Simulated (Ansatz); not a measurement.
# K+ with GeH₄: interaction against distance, part 2 of 3

Ansatz 0.2.0, Gaussian basis. The steps go on from the part before.

**7. B moved by +0.14 Å, CCSD(T)/def2-TZVPPD**

The inputs:

ab/in.yaml

```yaml
crystal:
  periodic: [false, false, false]
  atoms:
    - {symbol: K, position_ang: [0.280772, -0.140565, -3.640309]}
    - {symbol: Ge, position_ang: [-0.071128, 0.035514, 0.923668]}
    - {symbol: H, position_ang: [0.810844, -1.091014, 1.460639]}
    - {symbol: H, position_ang: [-1.548665, -0.182397, 1.247351]}
    - {symbol: H, position_ang: [0.051695, -0.009342, -0.632727]}
    - {symbol: H, position_ang: [0.421141, 1.415458, 1.357563]}
basis:
  gaussian: {orbitals: "def2-TZVPPD.json"}
total_charge: 1
correlation: {method: ccsd_t}
```

a/in.yaml

```yaml
crystal:
  periodic: [false, false, false]
  atoms:
    - {symbol: K, position_ang: [0.280772, -0.140565, -3.640309]}
basis:
  gaussian:
    orbitals: "def2-TZVPPD.json"
    ghost_atoms:
      - {symbol: Ge, position_ang: [-0.071128, 0.035514, 0.923668]}
      - {symbol: H, position_ang: [0.810844, -1.091014, 1.460639]}
      - {symbol: H, position_ang: [-1.548665, -0.182397, 1.247351]}
      - {symbol: H, position_ang: [0.051695, -0.009342, -0.632727]}
      - {symbol: H, position_ang: [0.421141, 1.415458, 1.357563]}
total_charge: 1
correlation: {method: ccsd_t}
```

b/in.yaml

```yaml
crystal:
  periodic: [false, false, false]
  atoms:
    - {symbol: Ge, position_ang: [-0.071128, 0.035514, 0.923668]}
    - {symbol: H, position_ang: [0.810844, -1.091014, 1.460639]}
    - {symbol: H, position_ang: [-1.548665, -0.182397, 1.247351]}
    - {symbol: H, position_ang: [0.051695, -0.009342, -0.632727]}
    - {symbol: H, position_ang: [0.421141, 1.415458, 1.357563]}
basis:
  gaussian:
    orbitals: "def2-TZVPPD.json"
    ghost_atoms:
      - {symbol: K, position_ang: [0.280772, -0.140565, -3.640309]}
correlation: {method: ccsd_t}
```

The same command starts each run, in its folder.

Command:

```
ansatz run in.yaml --threads 2 --pin off --events-out ev --progress --plain --max-ram 5222MiB
```

Log of ab, cut to the lines that bear on the results:

```text
Functional definition: HF
  name "HF"
  cite "Fock, Z. Phys. 61, 126 (1930) doi:10.1007/BF01340294"
  parent pbe
[...]
1029 factors; integrals over basis functions are off by at most 1.5e-3 eV
[...]
mean field -72836.49549119 eV, -2676.6918389512 hartree, gradient 9.7e-6 eV, S^2 0.000000; 0 other end points of the search recorded, 0 dependent functions left out
14 core orbitals not correlated: weight in the atoms' cores, before any rotation towards them, 1.000 or more for the frozen orbitals, at most 0.000 for the correlated occupied ones
reference -72836.49549119 eV, -2676.6918389512 hartree; 13, 13 occupied and 131, 131 virtual orbitals, 1029 factors
second order -11.77821063 eV of doubles, -0.00000000 eV of singles
cycle   1  -12.23151911 eV  change   -4.5e-1 eV  update   7.5e-2
[...]
cycle   8  -12.63304239 eV  change   -1.0e-5 eV  update   1.2e-5
perturbative correction -0.28119530 eV, -0.0103337366 hartree
Total energy: -72849.40972887 eV, -2677.1664284327 hartree
```

a printed, cut to the lines that bear on the results:

```text
[... 4 set-up lines as earlier in the session ...]
[...]
999 factors; integrals over basis functions are off by at most 7.1e-4 eV
[...]
mean field -16299.78578786 eV, -599.0060793122 hartree, gradient 2.4e-6 eV, S^2 0.000000; 0 other end points of the search recorded, 0 dependent functions left out
5 core orbitals not correlated: weight in the atoms' cores, before any rotation towards them, 1.000 or more for the frozen orbitals, at most 0.000 for the correlated occupied ones
reference -16299.78578786 eV, -599.0060793122 hartree; 4, 4 occupied and 149, 149 virtual orbitals, 999 factors
second order -4.11292776 eV of doubles, -0.00000000 eV of singles
cycle   1  -4.38730576 eV  change   -2.7e-1 eV  update   1.9e-2
[...]
cycle   6  -4.42827896 eV  change   -2.0e-6 eV  update   3.6e-6
perturbative correction -0.04610044 eV, -0.0016941599 hartree
Total energy: -16304.26016726 eV, -599.1705097224 hartree
```

Log of b, cut to the lines that bear on the results:

```text
[... 4 set-up lines as earlier in the session ...]
[...]
894 factors; integrals over basis functions are off by at most 1.6e-3 eV
[...]
mean field -56536.50890060 eV, -2077.6783802748 hartree, gradient 3.5e-6 eV, S^2 0.000000; 0 other end points of the search recorded, 0 dependent functions left out
9 core orbitals not correlated: weight in the atoms' cores, before any rotation towards them, 1.000 or more for the frozen orbitals, at most 0.000 for the correlated occupied ones
reference -56536.50890060 eV, -2077.6783802748 hartree; 9, 9 occupied and 140, 140 virtual orbitals, 894 factors
second order -7.65711619 eV of doubles, -0.00000000 eV of singles
cycle   1  -7.83707055 eV  change   -1.8e-1 eV  update   7.3e-2
[...]
cycle   8  -8.19958543 eV  change   -9.5e-6 eV  update   1.1e-5
perturbative correction -0.23446303 eV, -0.0086163573 hartree
Total energy: -56544.94294906 eV, -2077.9883258389 hartree
```

Wall times: 28 s (ab), 5.5 s (a), 14 s (b) on 2 threads of Arm Neoverse V1, shared host; peak memory 1.1 GiB.

Interaction: -19.94 kJ/mol.

**8. B moved by +0.34 Å, wB97M-V/def2-TZVPPD**

The input, ab/in.yaml:

```yaml
crystal:
  periodic: [false, false, false]
  atoms:
    - {symbol: K, position_ang: [0.280772, -0.140565, -3.640309]}
    - {symbol: Ge, position_ang: [-0.086596, 0.043257, 1.124200]}
    - {symbol: H, position_ang: [0.795377, -1.083270, 1.661171]}
    - {symbol: H, position_ang: [-1.564133, -0.174654, 1.447883]}
    - {symbol: H, position_ang: [0.036227, -0.001599, -0.432195]}
    - {symbol: H, position_ang: [0.405674, 1.423201, 1.558095]}
basis:
  gaussian: {orbitals: "def2-TZVPPD.json"}
total_charge: 1
hamiltonian: {xc: {name: wB97M-V}}
```

The input, a/in.yaml:

```yaml
crystal:
  periodic: [false, false, false]
  atoms:
    - {symbol: K, position_ang: [0.280772, -0.140565, -3.640309]}
basis:
  gaussian:
    orbitals: "def2-TZVPPD.json"
    ghost_atoms:
      - {symbol: Ge, position_ang: [-0.086596, 0.043257, 1.124200]}
      - {symbol: H, position_ang: [0.795377, -1.083270, 1.661171]}
      - {symbol: H, position_ang: [-1.564133, -0.174654, 1.447883]}
      - {symbol: H, position_ang: [0.036227, -0.001599, -0.432195]}
      - {symbol: H, position_ang: [0.405674, 1.423201, 1.558095]}
total_charge: 1
hamiltonian: {xc: {name: wB97M-V}}
```

The input, b/in.yaml:

```yaml
crystal:
  periodic: [false, false, false]
  atoms:
    - {symbol: Ge, position_ang: [-0.086596, 0.043257, 1.124200]}
    - {symbol: H, position_ang: [0.795377, -1.083270, 1.661171]}
    - {symbol: H, position_ang: [-1.564133, -0.174654, 1.447883]}
    - {symbol: H, position_ang: [0.036227, -0.001599, -0.432195]}
    - {symbol: H, position_ang: [0.405674, 1.423201, 1.558095]}
basis:
  gaussian:
    orbitals: "def2-TZVPPD.json"
    ghost_atoms:
      - {symbol: K, position_ang: [0.280772, -0.140565, -3.640309]}
hamiltonian: {xc: {name: wB97M-V}}
```

One command serves all of them, each in its own folder.

Command:

```
ansatz run in.yaml --threads 2 --pin off --events-out ev --progress --plain --max-ram 5222MiB
```

Output in ab, cut to the lines that bear on the results:

```text
[... 5 set-up lines as earlier in the session ...]
  # Of w^i u^j: cxij and so on, Table III.
[...]
  gx(w, u) = 1 - cx + cx01*u + cx10*w
[...]
      + integral(e_c_pw_mod_opposite_spin*gos(b97_w_opposite, b97_u_opposite)) + vv10(b, c)
997 factors; their error is unknown
295 factors; integrals over basis functions are off by at most 5.3e-5 eV
[...]
mean field -72898.82387916 eV, -2678.9823649615 hartree, gradient 4.5e-5 eV, S^2 0.000000; 0 other end points of the search recorded, 0 dependent functions left out
reference -72898.82394161 eV, -2678.9823672564 hartree; 27, 27 occupied and 131, 131 virtual orbitals, 997 factors
Total energy: -72898.82394161 eV, -2678.9823672564 hartree
```

Output in a, cut to the lines that bear on the results:

```text
[... 5 set-up lines as earlier in the session ...]
  # Of w^i u^j: cxij and so on, Table III.
[...]
  gx(w, u) = 1 - cx + cx01*u + cx10*w
[...]
      + integral(e_c_pw_mod_opposite_spin*gos(b97_w_opposite, b97_u_opposite)) + vv10(b, c)
923 factors; their error is unknown
282 factors; integrals over basis functions are off by at most 5.1e-5 eV
[...]
mean field -16319.33245124 eV, -599.7244059423 hartree, gradient 1.6e-5 eV, S^2 0.000000; 0 other end points of the search recorded, 0 dependent functions left out
reference -16319.33248523 eV, -599.7244071913 hartree; 9, 9 occupied and 149, 149 virtual orbitals, 923 factors
Total energy: -16319.33248523 eV, -599.7244071913 hartree
```

Output in b, cut to the lines that bear on the results:

```text
[... 5 set-up lines as earlier in the session ...]
  # Of w^i u^j: cxij and so on, Table III.
[...]
  gx(w, u) = 1 - cx + cx01*u + cx10*w
[...]
      + integral(e_c_pw_mod_opposite_spin*gos(b97_w_opposite, b97_u_opposite)) + vv10(b, c)
908 factors; their error is unknown
254 factors; integrals over basis functions are off by at most 5.0e-5 eV
[...]
mean field -56579.29922517 eV, -2079.2508956985 hartree, gradient 5.3e-5 eV, S^2 0.000000; 0 other end points of the search recorded, 0 dependent functions left out
reference -56579.29927647 eV, -2079.2508975837 hartree; 18, 18 occupied and 140, 140 virtual orbitals, 908 factors
Total energy: -56579.29927647 eV, -2079.2508975837 hartree
```

Times: 10 s (ab), 6 s (a), 8 s (b) on 2 threads of Arm Neoverse V1, shared host; peak memory 0.49 GiB.

ab − a − b = -18.54 kJ/mol.

**9. B moved by +0.34 Å, CCSD(T)/def2-TZVPPD**

The same edit goes into each in.yaml of step 8 (ab, a, b):

```diff
-hamiltonian: {xc: {name: wB97M-V}}
+correlation: {method: ccsd_t}
```

One command serves all of them, each in its own folder.

Command:

```
ansatz run in.yaml --threads 2 --pin off --events-out ev --progress --plain --max-ram 5222MiB
```

Output in ab, cut to the lines that bear on the results:

```text
[... 4 set-up lines as earlier in the session ...]
[...]
1030 factors; integrals over basis functions are off by at most 1.6e-3 eV
[...]
mean field -72836.47393225 eV, -2676.6910466751 hartree, gradient 9.7e-6 eV, S^2 0.000000; 0 other end points of the search recorded, 0 dependent functions left out
14 core orbitals not correlated: weight in the atoms' cores, before any rotation towards them, 1.000 or more for the frozen orbitals, at most 0.000 for the correlated occupied ones
reference -72836.47393225 eV, -2676.6910466751 hartree; 13, 13 occupied and 131, 131 virtual orbitals, 1030 factors
second order -11.76993358 eV of doubles, -0.00000000 eV of singles
cycle   1  -12.22366564 eV  change   -4.5e-1 eV  update   7.5e-2
[...]
cycle   8  -12.62533950 eV  change   -1.1e-5 eV  update   1.2e-5
perturbative correction -0.28078856 eV, -0.0103187893 hartree
Total energy: -72849.38006032 eV, -2677.1653381333 hartree
```

Output in a, cut to the lines that bear on the results:

```text
[... 4 set-up lines as earlier in the session ...]
[...]
999 factors; integrals over basis functions are off by at most 7.2e-4 eV
[...]
mean field -16299.78550926 eV, -599.0060690737 hartree, gradient 2.3e-6 eV, S^2 0.000000; 0 other end points of the search recorded, 0 dependent functions left out
5 core orbitals not correlated: weight in the atoms' cores, before any rotation towards them, 1.000 or more for the frozen orbitals, at most 0.000 for the correlated occupied ones
reference -16299.78550926 eV, -599.0060690737 hartree; 4, 4 occupied and 149, 149 virtual orbitals, 999 factors
second order -4.11019831 eV of doubles, -0.00000000 eV of singles
cycle   1  -4.38442854 eV  change   -2.7e-1 eV  update   1.9e-2
[...]
cycle   6  -4.42535979 eV  change   -2.0e-6 eV  update   3.6e-6
perturbative correction -0.04608951 eV, -0.0016937581 hartree
Total energy: -16304.25695855 eV, -599.1703918045 hartree
```

b printed, cut to the lines that bear on the results:

```text
[... 4 set-up lines as earlier in the session ...]
[...]
895 factors; integrals over basis functions are off by at most 1.1e-3 eV
[...]
mean field -56536.50876584 eV, -2077.6783753225 hartree, gradient 3.5e-6 eV, S^2 0.000000; 0 other end points of the search recorded, 0 dependent functions left out
9 core orbitals not correlated: weight in the atoms' cores, before any rotation towards them, 1.000 or more for the frozen orbitals, at most 0.000 for the correlated occupied ones
reference -56536.50876584 eV, -2077.6783753225 hartree; 9, 9 occupied and 140, 140 virtual orbitals, 895 factors
second order -7.65609157 eV of doubles, -0.00000000 eV of singles
cycle   1  -7.83618733 eV  change   -1.8e-1 eV  update   7.3e-2
[...]
cycle   8  -8.19868005 eV  change   -9.3e-6 eV  update   1.1e-5
perturbative correction -0.23444604 eV, -0.0086157329 hartree
Total energy: -56544.94189192 eV, -2077.9882869898 hartree
```

Times: 27 s (ab), 5.5 s (a), 14 s (b) on 2 threads of Arm Neoverse V1, shared host; peak memory 1.1 GiB.

This point gives -17.48 kJ/mol.

**10. B moved by +0.72 Å, wB97M-V/def2-TZVPPD**

The input, ab/in.yaml:

```yaml
crystal:
  periodic: [false, false, false]
  atoms:
    - {symbol: K, position_ang: [0.280772, -0.140565, -3.640309]}
    - {symbol: Ge, position_ang: [-0.115322, 0.057637, 1.496617]}
    - {symbol: H, position_ang: [0.766651, -1.068890, 2.033588]}
    - {symbol: H, position_ang: [-1.592858, -0.160274, 1.820300]}
    - {symbol: H, position_ang: [0.007502, 0.012781, -0.059779]}
    - {symbol: H, position_ang: [0.376948, 1.437581, 1.930512]}
basis:
  gaussian: {orbitals: "def2-TZVPPD.json"}
total_charge: 1
hamiltonian: {xc: {name: wB97M-V}}
```

The input, a/in.yaml:

```yaml
crystal:
  periodic: [false, false, false]
  atoms:
    - {symbol: K, position_ang: [0.280772, -0.140565, -3.640309]}
basis:
  gaussian:
    orbitals: "def2-TZVPPD.json"
    ghost_atoms:
      - {symbol: Ge, position_ang: [-0.115322, 0.057637, 1.496617]}
      - {symbol: H, position_ang: [0.766651, -1.068890, 2.033588]}
      - {symbol: H, position_ang: [-1.592858, -0.160274, 1.820300]}
      - {symbol: H, position_ang: [0.007502, 0.012781, -0.059779]}
      - {symbol: H, position_ang: [0.376948, 1.437581, 1.930512]}
total_charge: 1
hamiltonian: {xc: {name: wB97M-V}}
```

The input, b/in.yaml:

```yaml
crystal:
  periodic: [false, false, false]
  atoms:
    - {symbol: Ge, position_ang: [-0.115322, 0.057637, 1.496617]}
    - {symbol: H, position_ang: [0.766651, -1.068890, 2.033588]}
    - {symbol: H, position_ang: [-1.592858, -0.160274, 1.820300]}
    - {symbol: H, position_ang: [0.007502, 0.012781, -0.059779]}
    - {symbol: H, position_ang: [0.376948, 1.437581, 1.930512]}
basis:
  gaussian:
    orbitals: "def2-TZVPPD.json"
    ghost_atoms:
      - {symbol: K, position_ang: [0.280772, -0.140565, -3.640309]}
hamiltonian: {xc: {name: wB97M-V}}
```

Each run has its own folder and the same command.

Command:

```
ansatz run in.yaml --threads 2 --pin off --events-out ev --progress --plain --max-ram 5222MiB
```

ab printed, cut to the lines that bear on the results:

```text
[... 5 set-up lines as earlier in the session ...]
  # Of w^i u^j: cxij and so on, Table III.
[...]
  gx(w, u) = 1 - cx + cx01*u + cx10*w
[...]
      + integral(e_c_pw_mod_opposite_spin*gos(b97_w_opposite, b97_u_opposite)) + vv10(b, c)
997 factors; their error is unknown
296 factors; integrals over basis functions are off by at most 5.9e-5 eV
[...]
mean field -72898.77665290 eV, -2678.9806294287 hartree, gradient 4.4e-5 eV, S^2 0.000000; 0 other end points of the search recorded, 0 dependent functions left out
reference -72898.77671609 eV, -2678.9806317509 hartree; 27, 27 occupied and 131, 131 virtual orbitals, 997 factors
Total energy: -72898.77671609 eV, -2678.9806317509 hartree
```

a printed, cut to the lines that bear on the results:

```text
[... 5 set-up lines as earlier in the session ...]
  # Of w^i u^j: cxij and so on, Table III.
[...]
  gx(w, u) = 1 - cx + cx01*u + cx10*w
[...]
      + integral(e_c_pw_mod_opposite_spin*gos(b97_w_opposite, b97_u_opposite)) + vv10(b, c)
923 factors; their error is unknown
282 factors; integrals over basis functions are off by at most 5.9e-5 eV
[...]
mean field -16319.33189154 eV, -599.7243853737 hartree, gradient 9.2e-6 eV, S^2 0.000000; 0 other end points of the search recorded, 0 dependent functions left out
reference -16319.33192605 eV, -599.7243866418 hartree; 9, 9 occupied and 149, 149 virtual orbitals, 923 factors
Total energy: -16319.33192605 eV, -599.7243866418 hartree
```

Output in b, cut to the lines that bear on the results:

```text
[... 5 set-up lines as earlier in the session ...]
  # Of w^i u^j: cxij and so on, Table III.
[...]
  gx(w, u) = 1 - cx + cx01*u + cx10*w
[...]
      + integral(e_c_pw_mod_opposite_spin*gos(b97_w_opposite, b97_u_opposite)) + vv10(b, c)
908 factors; their error is unknown
254 factors; integrals over basis functions are off by at most 5.5e-5 eV
[...]
mean field -56579.29883147 eV, -2079.2508812304 hartree, gradient 5.3e-5 eV, S^2 0.000000; 0 other end points of the search recorded, 0 dependent functions left out
reference -56579.29888145 eV, -2079.2508830671 hartree; 18, 18 occupied and 140, 140 virtual orbitals, 908 factors
Total energy: -56579.29888145 eV, -2079.2508830671 hartree
```

Wall times: 10 s (ab), 5.5 s (a), 8 s (b) on 2 threads of Arm Neoverse V1, shared host; peak memory 0.49 GiB.

This point gives -14.08 kJ/mol.

**11. B moved by +0.72 Å, CCSD(T)/def2-TZVPPD**

The same edit goes into each in.yaml of step 10 (ab, a, b):

```diff
-hamiltonian: {xc: {name: wB97M-V}}
+correlation: {method: ccsd_t}
```

Each run has its own folder and the same command.

Command:

```
ansatz run in.yaml --threads 2 --pin off --events-out ev --progress --plain --max-ram 5222MiB
```

Output in ab, cut to the lines that bear on the results:

```text
[... 4 set-up lines as earlier in the session ...]
[...]
1030 factors; integrals over basis functions are off by at most 1.6e-3 eV
[...]
mean field -72836.43435861 eV, -2676.6895923704 hartree, gradient 9.9e-6 eV, S^2 0.000000; 0 other end points of the search recorded, 0 dependent functions left out
14 core orbitals not correlated: weight in the atoms' cores, before any rotation towards them, 1.000 or more for the frozen orbitals, at most 0.000 for the correlated occupied ones
reference -72836.43435861 eV, -2676.6895923704 hartree; 13, 13 occupied and 131, 131 virtual orbitals, 1030 factors
second order -11.76017155 eV of doubles, -0.00000000 eV of singles
cycle   1  -12.21432257 eV  change   -4.5e-1 eV  update   7.5e-2
[...]
cycle   8  -12.61625537 eV  change   -1.0e-5 eV  update   1.3e-5
perturbative correction -0.28032518 eV, -0.0103017604 hartree
Total energy: -72849.33093916 eV, -2677.1635329640 hartree
```

Log of a, cut to the lines that bear on the results:

```text
[... 4 set-up lines as earlier in the session ...]
[...]
999 factors; integrals over basis functions are off by at most 7.1e-4 eV
[...]
mean field -16299.78518734 eV, -599.0060572436 hartree, gradient 2.2e-6 eV, S^2 0.000000; 0 other end points of the search recorded, 0 dependent functions left out
5 core orbitals not correlated: weight in the atoms' cores, before any rotation towards them, 1.000 or more for the frozen orbitals, at most 0.000 for the correlated occupied ones
reference -16299.78518734 eV, -599.0060572436 hartree; 4, 4 occupied and 149, 149 virtual orbitals, 999 factors
second order -4.10667099 eV of doubles, -0.00000000 eV of singles
cycle   1  -4.38067869 eV  change   -2.7e-1 eV  update   1.9e-2
[...]
cycle   6  -4.42156421 eV  change   -2.1e-6 eV  update   3.5e-6
perturbative correction -0.04606321 eV, -0.0016927917 hartree
Total energy: -16304.25281476 eV, -599.1702395230 hartree
```

b printed, cut to the lines that bear on the results:

```text
[... 4 set-up lines as earlier in the session ...]
[...]
893 factors; integrals over basis functions are off by at most 1.6e-3 eV
[...]
mean field -56536.50843889 eV, -2077.6783633075 hartree, gradient 3.6e-6 eV, S^2 0.000000; 0 other end points of the search recorded, 0 dependent functions left out
9 core orbitals not correlated: weight in the atoms' cores, before any rotation towards them, 1.000 or more for the frozen orbitals, at most 0.000 for the correlated occupied ones
reference -56536.50843889 eV, -2077.6783633075 hartree; 9, 9 occupied and 140, 140 virtual orbitals, 893 factors
second order -7.65446301 eV of doubles, -0.00000000 eV of singles
cycle   1  -7.83476394 eV  change   -1.8e-1 eV  update   7.3e-2
[...]
cycle   8  -8.19721488 eV  change   -9.3e-6 eV  update   1.1e-5
perturbative correction -0.23441846 eV, -0.0086147194 hartree
Total energy: -56544.94007223 eV, -2077.9882201176 hartree
```

Times: 27 s (ab), 5.5 s (a), 14 s (b) on 2 threads of Arm Neoverse V1, shared host; peak memory 1.1 GiB.

Interaction: -13.32 kJ/mol.

(Part 2 of 3 ends here.)
